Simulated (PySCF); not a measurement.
**[Lu(HCN)]3+: other functionals and bases at one geometry**

One table from this session's results is given with a row withheld; the runs are named, their logs left out.

Computed with PySCF 2.14.0. Level: several levels, as the steps say, no spin–orbit coupling.

1 further run of the same task is left out (for a known fault of the program).

## Starting geometry

4 atoms, charge 3, spin multiplicity 1.

Bond lengths: Lu1–N2 2.106 Å, N2–C3 1.168 Å, C3–H4 1.120 Å. Angles: Lu1–N2–C3 180.0°, N2–C3–H4 180.0°.

As a file:

```
Lu    0.0000    0.0000   -0.1691
N     0.0000    0.0000    1.9366
C     0.0000    0.0000    3.1046
H     0.0000    0.0000    4.2246
```

Formal oxidation states: Lu +3. An earlier session relaxed this geometry at PBE0, Lu def2-SVP with ECP28, N def2-SVP, C def2-SVP, H def2-SVP (singlet, point group C∞v).

At PBE0 on the finer grid: E = -1327.996339 Eh, HOMO -27.70 eV, LUMO -20.21 eV, Mulliken charge on Lu1 +2.55 e, largest force component 0.006 eV/Å. 

Levels to run: BLYP; TPSS; PBE0, TZVP. Hardware: 2 threads of Arm Neoverse V1, shared host.

The first run:

File run.py (the lines that set the calculation):

```python
mol = gto.M(atom='''
Lu     0.00000     0.00000    -0.16909
N      0.00000     0.00000     1.93656
C      0.00000     0.00000     3.10464
H      0.00000     0.00000     4.22460''',
    basis={'Lu': 'def2-SVP', 'N': 'def2-SVP', 'C': 'def2-SVP', 'H': 'def2-SVP'},
    ecp={'Lu': 'def2-SVP'},
    charge=3, spin=0)
mf = dft.RKS(mol, xc='BLYP')
mf.grids.atom_grid = (75, 302)  # f atoms: unpruned, at least (60, 302)
mf = mf.density_fit()  # fitting sets: Lu def2-universal-JKFIT, N def2-universal-JKFIT, C def2-universal-JKFIT, H def2-universal-JKFIT
mf.conv_tol = 1e-08; mf.max_cycle = 55
mf.kernel(dm0)  # dm0: the density of the relaxed state
```

Started as:

```bash
$ OMP_NUM_THREADS=2 python run.py
```

Steps of the session up to this table: BLYP; TPSS; PBE0, TZVP.

One of the session's tables, all rows but one given; the rest of the session is left out.

| level | HOMO (eV) | gap (eV) | charge on Lu1 (e) | dipole (D) | largest force component (eV/Å) |
| --- | --- | --- | --- | --- | --- |
| PBE0 (relaxed here) | -27.70 | 7.49 | 2.55 | 5.77 | 0.01 |
| BLYP | -26.31 | 4.84 | 2.46 | 6.12 | 1.46 |
| TPSS | ? | ? | ? | ? | ? |
| PBE0, TZVP | -27.62 | 7.41 | 2.55 | 5.87 | 1.17 |

Q: Estimate the row for TPSS from the others.

As computed: HOMO (eV): -26.44; gap (eV): 5.42; charge on Lu1 (e): 2.52; dipole (D): 6.03; largest force component (eV/Å): 1.14. In the column «HOMO (eV)» it lies between PBE0, TZVP (-27.62) and BLYP (-26.31).

The dipole of a charged species depends on the origin, so these sizes hold for this origin alone.

In one basis the HOMO–LUMO gap runs from 4.84 eV (BLYP) to 7.49 eV (PBE0). The largest leftover force, 1.46 eV/Å with BLYP, stands at a geometry relaxed at another level. Total energies of different levels can't be compared.
